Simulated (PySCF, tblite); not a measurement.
**C₇H₂N₃ radical: geometry, infrared bands and EPR parameters**

Wanted: the infrared bands and EPR parameters of C₇H₂N₃ radical (`N#Cc1c[c]nc(C#N)c1`), by calculation.

Computed with tblite 0.8.0 and PySCF 2.14.0, with density-fitted response routines of our own, on a single molecule in the gas phase. Atoms are numbered from 0 throughout.

### 1 The starting structure

12 atoms, charge 0, multiplicity 2; geometry from: force field or distance geometry start.

Bonds of the start (Å): N0–C1 1.17, C1–C2 1.43, C2–C3 1.38, C3–C4 1.39, C4–N5 1.35, N5–C6 1.36, C6–C7 1.43, C7–N8 1.16, C6–C9 1.38, C9–C2 1.41, C3–H10 1.09, C9–H11 1.09.

### 2 Relaxing the molecule with GFN2-xTB

What the job is given:

```
{"job": {"kind": "relax", "xc": "GFN2-xTB", "basis": "xTB"}, "charge": 0, "multiplicity": 2}
N      3.358900     1.035700    -0.492400
C      2.309300     0.568000    -0.288100
C      1.042500    -0.024700    -0.012500
C      0.946500    -1.303100     0.495000
C     -0.310100    -1.835800     0.748400
N     -1.459100    -1.166400     0.495000
C     -1.346500     0.089200    -0.010800
C     -2.578600     0.778300    -0.251800
N     -3.553700     1.365300    -0.472500
C     -0.136500     0.696300    -0.274500
H      1.826200    -1.905800     0.720800
H     -0.097700     1.702300    -0.682600
```

On the command line:

```
> OMP_NUM_THREADS=1 python probes_run.py task.json out
```

One launch serves the whole session: the jobs run in the order shown.

**Question.** This job is followed by: GFN2-xTB harmonic vibrations, gas phase; UKS B3LYP, pcH-1 on C H N, non-relativistic, mean-field spin-orbit, GIAO. What will the session give for the following? strongest single infrared mode (GFN2-xTB); zero-point energy (GFN2-xTB); g(iso) (B3LYP); ⟨S²⟩; largest a(iso); potential on the surface of density 0.002 e/bohr³, 1st and 99th percentile.

The runs gave:

```
                                                                  quantity                  value
                                 strongest single infrared mode (GFN2-xTB)  2370 cm⁻¹, 243 km/mol
                                              zero-point energy (GFN2-xTB)          43.8 kcal/mol
                                                            g(iso) (B3LYP)                2.00191
                                                                      ⟨S²⟩     0.755 (exact 0.75)
                                                            largest a(iso)   13C on C4, 564.3 MHz
potential on the surface of density 0.002 e/bohr³, 1st and 99th percentile     -1.32 V and 1.87 V
```

In words: The optimisation took 25 steps and gained 0.286 eV; among the close pairs (by a distance rule), C4–N5 changed most, from 1.354 to 1.273 Å. All 30 modes are real, so the xTB geometry is a minimum. The strongest single mode, at 2370 cm⁻¹, moves mainly C7 and N8. GFN2-xTB is a fitted tight-binding method: band positions and strengths are rough. Its intensities can rank the bands wrongly. C4 carries the largest spin population, 0.84 e. The isotropic g lies 0.4 ppt below the free-electron value. The conformer search found further structures of the same energy, which may be mirror or relabelled copies of this one.
